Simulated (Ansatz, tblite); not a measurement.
**C₄₆H₃₀S₁₂Si₂: rung by rung**

Aim: run the singlet of C₄₆H₃₀S₁₂Si₂ at one geometry on many levels, and compare frontier levels, spin and run time.

Program: Ansatz 0.2.0, Gaussian basis. Level of theory: as each input shows. These are calculated values, not measurements.

Levels to be run: GFN1-xTB, GFN2-xTB, PBE-D4/def2-SVP, r2SCAN-D4/def2-SVP, B97M-V/def2-SVP, PBE0-D4/def2-TZVP, PBE-D4/def2-TZVP, HF/STO-3G, MP2/def2-SVP.

1 further run of the same task is left out (set aside as unsound or not needed). Runs told in other sessions of the task aren't counted.

## Step 1: The structure

The geometry is that of the singlet, from an earlier relaxation (r2SCAN-D4/def2-SVP).

90 atoms, charge 0, spin multiplicity 1.

Bond lengths: C1–Si2 1.879 Å, C1–H61 1.102 Å, C1–H62 1.102 Å, C1–H63 1.103 Å, Si2–C3 1.879 Å, Si2–C4 1.879 Å, Si2–C5 1.845 Å, C3–H64 1.103 Å, C3–H65 1.102 Å, C3–H66 1.102 Å, C4–H67 1.102 Å, C4–H68 1.103 Å, C4–H69 1.102 Å, C5–C6 1.231 Å, C6–C7 1.403 Å, C7–C8 1.393 Å, C7–S60 1.768 Å, C8–C9 1.409 Å and more. Angles: Si2–C1–H61 111.1°, Si2–C1–H62 111.2°, Si2–C1–H63 110.7°, H61–C1–H62 107.8°, H61–C1–H63 107.9°, H62–C1–H63 108.0°, C1–Si2–C3 110.7°, C1–Si2–C4 110.5°, C1–Si2–C5 107.8°, C3–Si2–C4 110.4°, C3–Si2–C5 108.5°, C4–Si2–C5 108.7°, Si2–C3–H64 110.7°, Si2–C3–H65 111.2°, Si2–C3–H66 111.2°, H64–C3–H65 108.0°, H64–C3–H66 107.9°, H65–C3–H66 107.8° and more.

PBE0-D4/def2-SVP was run before; its log isn't repeated, and its numbers join the tables.

## Step 2: GFN1-xTB

Tight binding, by tblite at 300 K electronic temperature and without a spin-polarisation term:

```python
tblite.interface.Calculator('GFN1-xTB', numbers, positions, charge=0, uhf=0).singlepoint()
```

Energy -4392.0494 eV, HOMO -10.14 eV, LUMO -8.83 eV; 1.1 s.

## Step 3: GFN2-xTB

Tight binding, by tblite at 300 K electronic temperature and without a spin-polarisation term:

```python
tblite.interface.Calculator('GFN2-xTB', numbers, positions, charge=0, uhf=0).singlepoint()
```

Energy -4247.1774 eV, HOMO -9.70 eV, LUMO -8.40 eV; 1.1 s.

## Step 4: PBE-D4/def2-SVP

start.molden holds the orbitals of an earlier run on this state, given as this run's starting guess.

in.yaml reads:

```yaml
crystal:
  periodic: [false, false, false]
  atoms:
    - {symbol: C, position_ang: [22.303412, 0.656882, -2.794941]}
    - {symbol: Si, position_ang: [21.868360, 0.064583, -1.065337]}
    - {symbol: C, position_ang: [22.500387, 1.270864, 0.229121]}
    - {symbol: C, position_ang: [22.570043, -1.651922, -0.760272]}
    - {symbol: C, position_ang: [20.029787, -0.016964, -0.942056]}
    - {symbol: C, position_ang: [18.800773, -0.066370, -0.888340]}
    - {symbol: C, position_ang: [17.400975, -0.123556, -0.821295]}
    - {symbol: C, position_ang: [16.491183, -0.111787, -1.875959]}
    - {symbol: C, position_ang: [15.162582, -0.183839, -1.412802]}
    - {symbol: S, position_ang: [13.603256, -0.210342, -2.173223]}
    - {symbol: C, position_ang: [12.795444, -0.311682, -0.609182]}
    - {symbol: C, position_ang: [11.361124, -0.366930, -0.553851]}
    - {symbol: C, position_ang: [10.458301, -0.377400, -1.612959]}
    - {symbol: C, position_ang: [9.124514, -0.429661, -1.160565]}
    - {symbol: S, position_ang: [7.570367, -0.457856, -1.930042]}
    - {symbol: C, position_ang: [6.750678, -0.513824, -0.369318]}
    - {symbol: C, position_ang: [5.316412, -0.539707, -0.318624]}
    - {symbol: C, position_ang: [4.415051, -0.636564, -1.375320]}
    - {symbol: C, position_ang: [3.079552, -0.605971, -0.925649]}
    - {symbol: S, position_ang: [1.525060, -0.664778, -1.693998]}
    - {symbol: C, position_ang: [0.703118, -0.534855, -0.138699]}
    - {symbol: C, position_ang: [-0.730719, -0.504041, -0.086376]}
    - {symbol: C, position_ang: [-1.641755, -0.672352, -1.125528]}
    - {symbol: C, position_ang: [-2.972467, -0.549886, -0.676626]}
    - {symbol: S, position_ang: [-4.534023, -0.635825, -1.426357]}
    - {symbol: C, position_ang: [-5.340321, -0.317809, 0.108877]}
    - {symbol: C, position_ang: [-6.773144, -0.238351, 0.188507]}
    - {symbol: C, position_ang: [-7.544839, -0.021071, 1.328126]}
    - {symbol: C, position_ang: [-8.920194, 0.008218, 1.027413]}
    - {symbol: S, position_ang: [-10.370654, 0.233898, 1.951937]}
    - {symbol: C, position_ang: [-11.369180, 0.065724, 0.507392]}
    - {symbol: C, position_ang: [-12.797947, 0.166589, 0.614289]}
    - {symbol: C, position_ang: [-13.562988, 0.392027, 1.753922]}
    - {symbol: C, position_ang: [-14.942952, 0.428913, 1.459220]}
    - {symbol: S, position_ang: [-16.385913, 0.663106, 2.386756]}
    - {symbol: C, position_ang: [-17.388866, 0.495536, 0.940657]}
    - {symbol: C, position_ang: [-18.784161, 0.596766, 1.041043]}
    - {symbol: C, position_ang: [-20.007917, 0.685609, 1.142803]}
    - {symbol: Si, position_ang: [-21.843898, 0.824659, 1.252458]}
    - {symbol: C, position_ang: [-22.588281, -0.888772, 1.046603]}
    - {symbol: C, position_ang: [-22.429724, 1.963093, -0.123369]}
    - {symbol: C, position_ang: [-22.281096, 1.536269, 2.935224]}
    - {symbol: C, position_ang: [-16.623146, 0.269080, -0.200714]}
    - {symbol: C, position_ang: [-15.246901, 0.232642, 0.099379]}
    - {symbol: S, position_ang: [-13.798502, -0.001532, -0.827679]}
    - {symbol: C, position_ang: [-10.600241, -0.156089, -0.631138]}
    - {symbol: C, position_ang: [-9.222936, -0.186822, -0.332028]}
    - {symbol: S, position_ang: [-7.771256, -0.407814, -1.254556]}
    - {symbol: C, position_ang: [-4.426920, -0.160044, 1.149142]}
    - {symbol: C, position_ang: [-3.099034, -0.291812, 0.700187]}
    - {symbol: S, position_ang: [-1.538623, -0.195250, 1.451795]}
    - {symbol: C, position_ang: [1.605368, -0.452772, 0.918556]}
    - {symbol: C, position_ang: [2.940177, -0.491023, 0.468786]}
    - {symbol: S, position_ang: [4.493544, -0.416043, 1.236640]}
    - {symbol: C, position_ang: [7.653435, -0.509840, 0.690536]}
    - {symbol: C, position_ang: [8.987664, -0.460495, 0.238302]}
    - {symbol: S, position_ang: [10.542337, -0.424138, 1.006997]}
    - {symbol: C, position_ang: [13.703268, -0.322940, 0.444587]}
    - {symbol: C, position_ang: [15.037069, -0.250599, -0.012880]}
    - {symbol: S, position_ang: [16.592437, -0.224030, 0.747619]}
    - {symbol: H, position_ang: [21.912731, -0.032337, -3.560667]}
    - {symbol: H, position_ang: [21.879944, 1.654756, -2.991754]}
    - {symbol: H, position_ang: [23.397053, 0.720371, -2.922146]}
    - {symbol: H, position_ang: [23.599806, 1.346933, 0.186418]}
    - {symbol: H, position_ang: [22.083242, 2.278304, 0.071790]}
    - {symbol: H, position_ang: [22.222732, 0.946337, 1.244775]}
    - {symbol: H, position_ang: [22.296668, -2.021318, 0.241083]}
    - {symbol: H, position_ang: [23.670760, -1.641494, -0.829494]}
    - {symbol: H, position_ang: [22.189662, -2.374068, -1.500295]}
    - {symbol: H, position_ang: [16.806302, -0.053140, -2.918006]}
    - {symbol: H, position_ang: [10.768211, -0.347267, -2.659052]}
    - {symbol: H, position_ang: [4.727844, -0.725545, -2.417221]}
    - {symbol: H, position_ang: [-1.339240, -0.875720, -2.154355]}
    - {symbol: H, position_ang: [-7.117713, 0.107828, 2.322957]}
    - {symbol: H, position_ang: [-13.127969, 0.522860, 2.746387]}
    - {symbol: H, position_ang: [-22.235964, -1.572730, 1.835198]}
    - {symbol: H, position_ang: [-23.689058, -0.845507, 1.100342]}
    - {symbol: H, position_ang: [-22.313143, -1.327167, 0.073940]}
    - {symbol: H, position_ang: [-22.149451, 1.567076, -1.112636]}
    - {symbol: H, position_ang: [-21.986382, 2.966800, -0.024677]}
    - {symbol: H, position_ang: [-23.527046, 2.071440, -0.100048]}
    - {symbol: H, position_ang: [-23.374115, 1.636098, 3.042733]}
    - {symbol: H, position_ang: [-21.833714, 2.533341, 3.074706]}
    - {symbol: H, position_ang: [-21.918676, 0.887284, 3.748468]}
    - {symbol: H, position_ang: [-17.069513, 0.140705, -1.187063]}
    - {symbol: H, position_ang: [-11.032593, -0.285840, -1.624898]}
    - {symbol: H, position_ang: [-4.723080, 0.048149, 2.177581]}
    - {symbol: H, position_ang: [1.293548, -0.370390, 1.961253]}
    - {symbol: H, position_ang: [7.342765, -0.544624, 1.736277]}
    - {symbol: H, position_ang: [13.399300, -0.382214, 1.491241]}
basis:
  gaussian: {orbitals: def2-SVP, fitting: {mean_field: def2-universal-jkfit}, initial_orbitals: start.molden}
hamiltonian: {xc: pbe, dispersion: d4}
scf: {omitted_lower_state_checks: [starts]}
output: {orbitals: {seedname: orbitals}}
```

On the command line:

```bash
$ ansatz run in.yaml --threads 11 --pin off --events-out ev --progress --plain --max-ram 174080MiB --backend cuda --devices 0, --max-vram 75GiB
```

After this run come: r2SCAN-D4/def2-SVP; B97M-V/def2-SVP; PBE0-D4/def2-TZVP; PBE-D4/def2-TZVP; HF/STO-3G; MP2/def2-SVP.

**Question.** What will the summary of the whole plan be? Wanted: gap in def2-SVP, named functionals, smallest and largest; correlation energy, MP2/def2-SVP; binding an atom, functionals in def2-SVP; PBE0 total energy, smallest basis above largest.

**Answer**, as computed:

| quantity | value |
| --- | --- |
| gap in def2-SVP, named functionals, smallest and largest | 1.36 eV (PBE-D4), 2.50 eV (PBE0-D4) |
| correlation energy, MP2/def2-SVP | -212.54 eV |
| binding an atom, functionals in def2-SVP | 5.12 (r2SCAN-D4) to 5.31 eV (PBE-D4) |
| PBE0 total energy, smallest basis above largest | 101.61 eV (def2-SVP, def2-TZVP) |

What this shows: Over the named functionals in def2-SVP the gap runs from 1.36 eV (PBE-D4) to 2.50 eV (PBE0-D4); exact exchange widens it.
